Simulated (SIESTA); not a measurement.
Crystal: MgMnCoO4.

```
Co Mn Mg O
1.0
     2.93100    0.00000    0.00000
     0.21411    5.21366    0.00000
     0.10987    1.42991    5.03928
Co Mn Mg O
1 1 1 4
Direct
  0.96321 0.57791 0.58703
  0.50693 0.96816 0.96722
  0.47399 0.30015 0.29112
  0.49359 0.28676 0.67304
  0.99131 0.14167 0.13123
  0.02403 0.81669 0.81987
  0.50997 0.67994 0.28787
```

The cell comes from a database or a generator and needn't be the stable form of this composition.

| Property | Result |
| --- | --- |
| Program | SIESTA 5.4.2 |
| Task | single point |
| Functional | PBE |
| Potentials or basis | PseudoDojo 0.4 standard (PBE files) |
| Basis | DZP (energy shift 0.003 Ry; two zetas on semicore shells) |
| Grid cutoff | 800 Ry |
| Energy shift | 0.003 Ry |
| k mesh | 9 × 6 × 5 |
| Occupations | fermi-dirac, width 0.05 eV |
| Spin | collinear spin, ferromagnetic start |
| Starting moments | [2.0, 4.0, 0.0, 0.0, 0.0, 0.0, 0.0] μB |

On this cell: pressure -2.2 GPa; largest force 0.323 eV/Å; net moment 6.00 μB per cell; site moments Co +2.57; Mn +2.86; Mg -0.02; O +0.22, +0.04, +0.11 μB; band gap on the k mesh none (metal or under the smearing width).

The same run follows on a disturbed copy (atoms moved at random, drawn with an rms of 0.05 Å):

```
Co Mn Mg O
1.0
     2.93100    0.00000    0.00000
     0.21411    5.21366    0.00000
     0.10987    1.42991    5.03928
Co Mn Mg O
1 1 1 4
Direct
  0.97981 0.57870 0.58742
  0.48851 0.97672 0.96009
  0.46732 0.30645 0.29643
  0.48604 0.30243 0.66237
  0.98776 0.13937 0.13583
  0.01476 0.81746 0.81639
  0.50340 0.68150 0.29098
```

Question: What changes?

Answer: The energy (extrapolated to zero smearing) moves by +19.7 meV/atom; pressure -1.5 GPa; largest force 1.731 eV/Å; net moment 6.00 μB per cell; site moments Co +2.56; Mn +2.89; Mg -0.02; O +0.21, +0.04, +0.11, +0.22 μB; band gap on the k mesh none (metal or under the smearing width).

Forces in eV/Å, atoms in the order of the input:
```
Co  -0.353  0.710 -0.180
Mn   0.391 -0.396  0.533
Mg   0.006 -0.964 -1.132
O    0.195 -0.649  1.592
O   -0.170  0.068 -0.394
O   -0.244  0.423  0.099
O    0.174  0.809 -0.517
```

Stress tensor (GPa, compression positive):
```
-5.15 -0.39 -0.34
-0.38  0.83  1.26
-0.34  1.26 -0.24
```

Caveats: short orbitals over semicore shells can move pressures by several GPa; the basis of atomic orbitals isn't converged, which shifts pressures, moduli and gaps; semilocal functionals often make such compounds metallic where correlation or magnetic order opens a gap, which also shifts bond lengths; only a ferromagnetic start was run, and an antiferromagnetic order may lie lower in energy.
